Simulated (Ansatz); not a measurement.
Turn this script for Ansatz's Python interface into the input file that the command-line program reads.

The script, `la3zn_fermi.py`:
```python
import ansatz as az

XC = "pbesol"
SMEARING = "Gaussian"
SMEARING_WIDTH = 0.1


def main() -> None:
    la3zn = (
        az.Lattice.from_parameters(4.87523, 4.87523, 10.177448, alpha=90, beta=90, gamma=90)
        .space_group(139, hermann_mauguin="I4/mmm")
        .atom("La", [0.0, 0.5, 0.25])
        .atom("La", [0.5, 0.5, 0.0])
        .atom("Zn", [0.0, 0.0, 0.0])
        .primitive()
    )

    base = (
        la3zn.calculation()
        .functional(XC)
        .occupations(SMEARING, width=SMEARING_WIDTH)
        .kpoints(6)
        .basis(19 * az.Ha)
        .eigenstates(nscf_kmesh=(10, 10, 10), level_slopes=True)
    )
    surface = base.run(threads=1, pin="off").fermi_surface().to_plain()
    for way, reading in surface.items():
        if reading:
            rho_lambda = [f"{v:.3e}" for v in reading["resistivity_times_mean_free_path_ohm_m2"]]
            print(f"{way:24s} area {reading['spin_summed_area_per_ang2']:8.3f} 1/A^2  rho*lambda (ohm m^2) {rho_lambda}")


if __name__ == "__main__":
    main()
```

```console
$ python la3zn_fermi.py
by_tetrahedra            area   22.763 1/A^2  rho*lambda (ohm m^2) ['1.328e-15', '1.328e-15', '1.375e-15']
by_slopes                area   25.700 1/A^2  rho*lambda (ohm m^2) ['1.079e-15', '1.079e-15', '1.497e-15']
on_every_second_point    area   18.068 1/A^2  rho*lambda (ohm m^2) ['1.690e-15', '1.690e-15', '1.695e-15']
```

`input.yaml`:
```yaml
crystal:
  lattice:
    a: 4.87523
    b: 4.87523
    c: 10.177448
    alpha: 90.0
    beta: 90.0
    gamma: 90.0
  space_group: 139
  setting:
    hermann_mauguin: I4/mmm
  atoms:
    - { symbol: La, position: [0.0, 0.5, 0.25] }
    - { symbol: La, position: [0.5, 0.5, 0.0] }
    - { symbol: Zn, position: [0.0, 0.0, 0.0] }
  reduce_to_primitive: true
basis:
  ecutwfc: 517.016338673772
kpoints:
  mp_grid:
    grid: [6, 6, 6]
hamiltonian:
  xc: pbesol
scf:
  occupations:
    method: gaussian
    width: 0.1
output:
  eigenstates:
    nscf_kmesh:
      grid: [10, 10, 10]
    de_dk: true
```

Caveats:
- For a metal this k-point mesh is coarse: on a finer one energies can move by several to tens of meV an atom and pressures by half a GPa or more, differences at one mesh by less.
- This cell is a computed structure, which may not be the phase found in nature.
- The three readings differ by the mesh error.
- It ran for 30 s on 1 thread of Arm Neoverse V2 (shared host), peak memory 0.57 GiB.

(Lines on the test bed's own set-up are left out of the output.)
